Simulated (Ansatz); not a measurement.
# GeH10Si3: the cost of one run

Method: RKS PBE0-D4/def2-TZVP; program: Ansatz 0.2.0, Gaussian basis.

Levels to be run: relaxation at PBE0-D4/def2-TZVP; harmonic vibrations at the same level; a single point in def2-TZVPP for the fields.

### 1 Where the work starts

SMILES `[SiH3][SiH2][SiH2][GeH3]`, 14 atoms, charge 0, spin multiplicity 1.

Atoms are counted from 1 here; the program's logs count them from 0.

Bond lengths: Si1–Si2 2.319 Å, Si1–H5 1.466 Å, Si1–H6 1.464 Å, Si1–H7 1.465 Å, Si2–Si3 2.326 Å, Si2–H8 1.472 Å, Si2–H9 1.474 Å, Si3–Ge4 2.339 Å, Si3–H10 1.469 Å, Si3–H11 1.468 Å, Ge4–H12 1.503 Å, Ge4–H13 1.503 Å, Ge4–H14 1.503 Å. Angles: Si2–Si1–H5 111.2°, Si2–Si1–H6 114.1°, Si2–Si1–H7 110.9°, H5–Si1–H6 106.6°, H5–Si1–H7 106.8°, H6–Si1–H7 106.8°, Si1–Si2–Si3 114.6°, Si1–Si2–H8 110.8°, Si1–Si2–H9 110.0°, Si3–Si2–H8 109.1°, Si3–Si2–H9 108.5°, H8–Si2–H9 103.3°, Si2–Si3–Ge4 111.0°, Si2–Si3–H10 111.5°, Si2–Si3–H11 114.8°, Ge4–Si3–H10 106.9°, Ge4–Si3–H11 107.6°, H10–Si3–H11 104.5° and more.

Geometry (Å):

```mol
GeH10Si3
  3D, bonds by distance, orders not assigned

 14 13  0  0  0  0  0  0  0  0999 V2000
   -0.1562    2.4202    0.2998 Si  0  0
    0.5392    0.5121    1.4196 Si  0  0
   -0.3667   -1.4707    0.6079 Si  0  0
    0.0126   -1.6869   -1.6902 Ge  0  0
   -1.6142    2.5643    0.3530 H   0  0
    0.4068    3.6637    0.8297 H   0  0
    0.2127    2.3573   -1.1169 H   0  0
    0.2519    0.6181    2.8594 H   0  0
    2.0086    0.4092    1.3742 H   0  0
   -1.8218   -1.5194    0.8068 H   0  0
    0.1346   -2.6882    1.2579 H   0  0
   -0.6436   -0.6379   -2.5430 H   0  0
   -0.4173   -2.9644   -2.3541 H   0  0
    1.4533   -1.5777   -2.1041 H   0  0
  1  2  8  0
  2  3  8  0
  3  4  8  0
  1  5  8  0
  1  6  8  0
  1  7  8  0
  2  8  8  0
  2  9  8  0
  3 10  8  0
  3 11  8  0
  4 12  8  0
  4 13  8  0
  4 14  8  0
M  END
```

The start is a GFN2-xTB geometry.

### 2 Geometry optimisation, PBE0-D4/def2-TZVP

in.yaml

```yaml
crystal:
  periodic: [false, false, false]
  atoms:
    - {symbol: Si, position_ang: [-0.156190, 2.420210, 0.299780]}
    - {symbol: Si, position_ang: [0.539160, 0.512150, 1.419590]}
    - {symbol: Si, position_ang: [-0.366690, -1.470650, 0.607860]}
    - {symbol: Ge, position_ang: [0.012650, -1.686860, -1.690170]}
    - {symbol: H, position_ang: [-1.614170, 2.564310, 0.353030]}
    - {symbol: H, position_ang: [0.406760, 3.663730, 0.829710]}
    - {symbol: H, position_ang: [0.212660, 2.357310, -1.116890]}
    - {symbol: H, position_ang: [0.251910, 0.618150, 2.859440]}
    - {symbol: H, position_ang: [2.008650, 0.409230, 1.374250]}
    - {symbol: H, position_ang: [-1.821830, -1.519360, 0.806770]}
    - {symbol: H, position_ang: [0.134600, -2.688220, 1.257950]}
    - {symbol: H, position_ang: [-0.643560, -0.637880, -2.543040]}
    - {symbol: H, position_ang: [-0.417290, -2.964440, -2.354130]}
    - {symbol: H, position_ang: [1.453340, -1.577690, -2.104130]}
basis:
  gaussian: {orbitals: def2-TZVP}
hamiltonian: {xc: pbe0, dispersion: d4}
relax: {f_tol: 0.005, max_steps: 150}
```

Run with:

```sh
ansatz run in.yaml --threads 8 --pin off --events-out ev --progress --plain --max-ram 18278MiB
```

**Question.** How long does this run take on 8 threads of Arm Neoverse V1, shared host, and how much memory does it need?

About 26 s, with a peak of 0.79 GiB.
